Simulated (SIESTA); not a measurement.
The system is Pb2O.

```
Pb O
1.0
     5.38000    0.00000    0.00000
     0.00000    5.38000    0.00000
     0.00000    0.00000    5.38000
Pb O
4 2
Direct
  0.75000 0.25000 0.75000
  0.25000 0.75000 0.75000
  0.75000 0.75000 0.25000
  0.25000 0.25000 0.25000
  0.50000 0.50000 0.50000
  0.00000 0.00000 0.00000
```

```yaml
Program: SIESTA 5.4.2
Task: single point
Functional: PBE
Potentials_or_basis: PseudoDojo 0.4 standard (PBE files)
Basis: DZP (energy shift 0.003 Ry; two zetas on semicore shells)
Grid_cutoff: 800 Ry
Energy_shift: 0.003 Ry
k_mesh: 5 × 5 × 5
Occupations: fermi-dirac, width 0.05 eV
Spin: no spin polarisation
```

On this cell: pressure 4.1 GPa; largest force zero by symmetry; band gap on the k mesh none (metal or under the smearing width).

The same run follows on a disturbed copy (atoms moved at random, drawn with an rms of 0.05 Å):

```
Pb O
1.0
     5.38000    0.00000    0.00000
     0.00000    5.38000    0.00000
     0.00000    0.00000    5.38000
Pb O
4 2
Cartesian
  3.9698 1.4094 4.0585
  1.3897 4.0270 4.0182
  4.0235 4.0394 1.3587
  1.3611 1.3283 1.3704
  2.6689 2.6598 2.7254
  -0.0303 0.0040 -0.0034
```

Task: What changes?

Result: The energy (extrapolated to zero smearing) moves by +10.4 meV/atom; pressure 4.3 GPa; largest force 0.969 eV/Å; band gap on the k mesh none (metal or under the smearing width).

Forces on the atoms (eV/Å):
```
Pb   0.608 -0.523  0.543
Pb  -0.477  0.511  0.440
Pb   0.168  0.153 -0.151
Pb  -0.317 -0.282 -0.332
O   -0.046  0.225 -0.479
O    0.065 -0.083 -0.021
```

Stress tensor (GPa, compression positive):
```
 4.32 -0.69  0.54
-0.69  4.35 -0.11
 0.54 -0.11  4.37
```

Caveats: the basis of atomic orbitals isn't converged, which shifts pressures, moduli and gaps.
